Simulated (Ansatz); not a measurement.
The system is Ta4NiO11.

```
Ta Ni O
1.0
     5.29285   -0.00032   -0.02518
    -0.04190    5.33569    0.02340
    -0.47620   -0.07999    7.89609
Ta Ni O
4 1 11
Direct
  0.52261 0.46364 0.51843
  0.55532 0.53163 0.98083
  0.02338 0.98832 0.50961
  0.04916 0.02484 0.01689
  0.06538 0.57998 0.26898
  0.96711 0.93834 0.23892
  0.21005 0.28324 0.42990
  0.27287 0.71995 0.06145
  0.33888 0.23820 0.03682
  0.30665 0.75341 0.45874
  0.50103 0.44858 0.74991
  0.70564 0.16332 0.48732
  0.73302 0.83358 0.94060
  0.85284 0.36497 0.07896
  0.81889 0.65561 0.47584
  0.07718 0.01239 0.74680
```

The cell was built by a generator and needn't be a form met in nature.

| Property | Result |
| --- | --- |
| Program | Ansatz 0.2.0 |
| Task | relaxation of cell and atoms |
| Functional | BLYP |
| Potentials or basis | Ansatz PAW |
| Cutoff | 420 eV (not typed: the program's choice for these potentials) |
| k mesh | 4 × 4 × 3 |
| Occupations | fermi-dirac, width 0.05 eV |
| Spin | collinear spin, ferromagnetic start |
| Starting moments | [0.0, 0.0, 0.0, 0.0, 1.0, 0.0, 0.0, 0.0, 0.0, 0.0, 0.0, 0.0, 0.0, 0.0, 0.0, 0.0] μB |

At the start: volume 13.93 Å³/atom.

Task: How do energy, volume and symmetry change on relaxing?

Result: It ends after 31 steps and the volume is 14.27 Å³/atom (+2.4 %); space group P1 (No. 1, to 0.05 Å); moment 2.00 μB per cell.

Step by step:
| step | energy change (eV) | largest force (eV/Å) | volume (Å³) |
| --- | --- | --- | --- |
| 1 | 0.0000 | 0.1986 | 222.94 |
| 2 | -0.0468 | 0.1921 | 229.17 |
| 3 | -0.0529 | 0.0829 | 229.25 |
| 4 | -0.0537 | 0.0588 | 229.59 |
| 5 | -0.0529 | 0.0598 | 229.90 |
| 6 | -0.0523 | 0.0401 | 230.14 |
| 7 | -0.0520 | 0.0313 | 230.29 |
| 8 | -0.0521 | 0.0322 | 230.37 |
| 9 | -0.0524 | 0.0475 | 230.42 |
| 10 | -0.0524 | 0.0845 | 230.61 |
| 11 | -0.0520 | 0.1148 | 231.58 |
| 12 | -0.0620 | 0.1592 | 232.79 |
| 13 | -0.0899 | 0.5166 | 234.42 |
| 14 | -0.1489 | 0.9548 | 236.36 |
| 15 | -0.2256 | 0.5355 | 236.99 |
| 16 | -0.3341 | 0.2817 | 232.81 |
| 17 | -0.3805 | 0.1133 | 230.30 |
| 18 | -0.3935 | 0.0566 | 229.06 |
| 19 | -0.3977 | 0.0204 | 228.48 |
| 20 | -0.3979 | 0.0088 | 228.48 |
| 21 | -0.5398 | 0.0112 | 228.48 |
| 22 | -0.5537 | 0.0518 | 229.04 |
| 23 | -0.5640 | 0.2347 | 228.71 |
| 24 | -0.5694 | 0.1269 | 228.33 |
| 25 | -0.5679 | 0.0593 | 228.84 |
| 26 | -0.5691 | 0.0086 | 228.70 |
| 27 | -0.5741 | 0.0087 | 228.70 |
| 28 | -0.5760 | 0.0318 | 228.41 |
| 29 | -0.5760 | 0.0182 | 228.41 |
| 30 | -0.5763 | 0.0076 | 228.37 |
| 31 | -0.5749 | 0.0075 | 228.37 |

Final structure:
```
CELL_PARAMETERS angstrom
5.31314 -0.12716 -0.29972
-0.16913 5.51198 0.44453
-0.88565 0.54872 7.89524
ATOMIC_POSITIONS crystal
Ta 0.55335 0.44866 0.53328
Ta 0.51037 0.56003 0.96930
Ta 0.03742 0.97423 0.50274
Ta 0.04695 0.98561 0.98745
Ni 0.05291 0.59118 0.29181
O 0.98366 0.96572 0.21812
O 0.24042 0.27083 0.43192
O 0.27342 0.71971 0.08245
O 0.21935 0.29319 0.95934
O 0.32629 0.72657 0.47824
O 0.60055 0.41970 0.77109
O 0.74784 0.16034 0.50610
O 0.69947 0.86636 0.90663
O 0.74400 0.44338 0.14825
O 0.83281 0.65597 0.46902
O 0.13119 0.91853 0.74426
```

Caveat: the plane-wave basis is chosen anew once the cell has moved, so the energies of steps on either side of that aren't comparable; the pressure holds a Pulay correction of +0.7 GPa for the finite cutoff; a cell with one magnetic atom can't hold antiferromagnetic order, which such compounds often take; the PAW data sets come from PBE, with cores solved anew for the run's functional, which leaves a small shift of forces and pressure.
